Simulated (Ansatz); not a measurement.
**Cl₃F₃OSi₂: small, medium and large basis sets**

One table from this session's results is given with a row withheld; the runs are named, their logs left out.

Computed with Ansatz 0.2.0, Gaussian basis. Level: one geometry, several basis sets.

Plan: PBE0-D4/def2-SVP; ωB97M-V/def2-SVP; PBE0-D4/def2-QZVPP; ωB97M-V/def2-QZVPP; the functionals' def2-TZVPP values are taken from earlier runs.

### The relaxed structure

All runs share one geometry, relaxed beforehand with PBE0-D4 in a triple-zeta def2 set.

SMILES `F[Si](F)(F)O[Si](Cl)(Cl)Cl`, 9 atoms, charge 0, spin multiplicity 1.

Atoms are counted from 1 here; the program's logs count them from 0.

Bond lengths: F1–Si2 1.566 Å, Si2–F3 1.566 Å, Si2–F4 1.564 Å, Si2–O5 1.598 Å, O5–Si6 1.613 Å, Si6–Cl7 2.019 Å, Si6–Cl8 2.020 Å, Si6–Cl9 2.016 Å. Angles: F1–Si2–F3 108.6°, F1–Si2–F4 108.8°, F1–Si2–O5 110.6°, F3–Si2–F4 108.8°, F3–Si2–O5 110.7°, F4–Si2–O5 109.3°, Si2–O5–Si6 154.9°, O5–Si6–Cl7 109.3°, O5–Si6–Cl8 109.4°, O5–Si6–Cl9 108.2°, Cl7–Si6–Cl8 109.8°, Cl7–Si6–Cl9 110.1°, Cl8–Si6–Cl9 110.1°.

The first run:

File in.yaml:

```yaml
crystal:
  periodic: [false, false, false]
  atoms:
    - {symbol: F, position_ang: [-2.324100, 0.039080, 0.993178]}
    - {symbol: Si, position_ang: [-0.882375, 0.616832, 1.189710]}
    - {symbol: F, position_ang: [-0.231581, -0.076865, 2.434001]}
    - {symbol: F, position_ang: [-0.988652, 2.152785, 1.465525]}
    - {symbol: O, position_ang: [0.001845, 0.376129, -0.119619]}
    - {symbol: Si, position_ang: [0.847867, -0.510011, -1.168665]}
    - {symbol: Cl, position_ang: [2.589429, -1.071153, -0.315047]}
    - {symbol: Cl, position_ang: [-0.221439, -2.146242, -1.680139]}
    - {symbol: Cl, position_ang: [1.209006, 0.619444, -2.798942]}
basis:
  gaussian: {orbitals: def2-SVP}
hamiltonian: {xc: pbe0, dispersion: d4}
output: {orbitals: {seedname: orbitals}}
```

Steps of the session up to this table: PBE0-D4 in def2-SVP; ωB97M-V in def2-SVP; PBE0-D4 in def2-QZVPP; ωB97M-V in def2-QZVPP.

One of the session's tables, all rows but one given; the rest of the session is left out.

It belongs to the step «Density functionals: the series». 

| functional | basis | HOMO (eV) | LUMO (eV) |
| --- | --- | --- | --- |
| PBE0-D4 | def2-SVP | -9.53 | 0.05 |
| PBE0-D4 | def2-TZVPP | -9.63 | -0.31 |
| PBE0-D4 | def2-QZVPP | -9.66 | -0.50 |
| ωB97M-V | def2-SVP | -11.71 | 2.18 |
| ωB97M-V | def2-TZVPP | -11.86 | 1.73 |
| ωB97M-V | def2-QZVPP | ? | ? |

**Question.** Estimate the row for ωB97M-V, def2-QZVPP.

**Answer.** HOMO (eV): -11.91; LUMO (eV): 1.25. In the column «HOMO (eV)» it is the lowest.
